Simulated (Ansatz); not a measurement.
# HfC4: the cost of one run

Computed with Ansatz 0.2.0 (DFT PBE, scalar-relativistic, plane waves, PAW, unless a step names another level, unless a step's input says otherwise).

2 further runs of the same task are left out: 1 that didn't finish, 1 set aside as unsound or not needed.

### 1 The structure to begin with

Symmetry: Pmmm, No. 47, orthorhombic system. The conventional cell has a = 4.317 Å, b = 4.493 Å, c = 5.040 Å, α = 90.00°, β = 90.00°, γ = 90.00°. Around Hf (site symmetry mmm) lie 4 C at 2.36 Å. Hf (site symmetry mmm) has 12 C at 2.67 Å as nearest neighbours. C (site symmetry m) is surrounded by 3 C at 1.44 to 1.46 Å. C (site symmetry 2mm) has 3 C at 1.46 Å as nearest neighbours. C (site symmetry 2mm) is surrounded by 3 C at 1.44 to 1.45 Å.

Structure file:

```
Hf C
1.0
     4.31686    0.00000    0.00000
     0.00000    4.49314    0.00000
     0.00000    0.00000    5.04001
Hf C
2 8
Direct
  0.50000 0.00000 0.50000
  0.00000 0.00000 0.00000
  0.16632 0.50000 0.75214
  0.33051 0.50000 0.50000
  0.16632 0.50000 0.24786
  0.33229 0.50000 0.00000
  0.83368 0.50000 0.24786
  0.66771 0.50000 0.00000
  0.83368 0.50000 0.75214
  0.66949 0.50000 0.50000
```

It came out lowest among 26 distinct ends of the trial cells. At a tolerance of 0.05 Å it has space group Pmmm (No. 47).

### 2 Relaxing to 0.001 eV/Å, on the response runs' mesh and smearing

File input.yaml:

```yaml
crystal:
  lattice:
    - [4.3168576489, 0.0, 0.0]
    - [0.0, 4.4931433742, 0.0]
    - [0.0, 0.0, 5.0400142607]
  atoms:
    - { symbol: Hf, position: [0.5, 0.0, 0.5] }
    - { symbol: Hf, position: [0.0, 0.0, 0.0] }
    - { symbol: C, position: [0.1663229174, 0.5, 0.7521428161] }
    - { symbol: C, position: [0.3305117743, 0.5, 0.5] }
    - { symbol: C, position: [0.1663229174, 0.5, 0.2478571839] }
    - { symbol: C, position: [0.3322890911, 0.5, 0.0] }
    - { symbol: C, position: [0.8336770826, 0.5, 0.2478571839] }
    - { symbol: C, position: [0.6677109089, 0.5, 0.0] }
    - { symbol: C, position: [0.8336770826, 0.5, 0.7521428161] }
    - { symbol: C, position: [0.6694882257, 0.5, 0.5] }
basis:
  ecutwfc: 420
kpoints:
  mp_grid: { grid: [8, 8, 6] }
hamiltonian:
  xc: pbe
scf:
  occupations: { method: gaussian, width: 0.1 }
output:
  forces: true
  stress: true
  eigenvalues: true
relax:
  adjacent_minimum: "off"
  f_tol: 0.001
  max_steps: 60
  cell: { stress_tol: 0.01 }
```

Command:

```sh
$ ansatz run input.yaml --threads 3 --pin off --max-ram 7680MiB --backend cpu --events-out ev --progress --plain --runs-dir out
```

**Question.** How long does this run take on 3 threads of Intel Xeon Platinum 8488C (Sapphire Rapids), shared host, and how much memory does it need?

About 22 s, with a peak of 0.74 GiB.
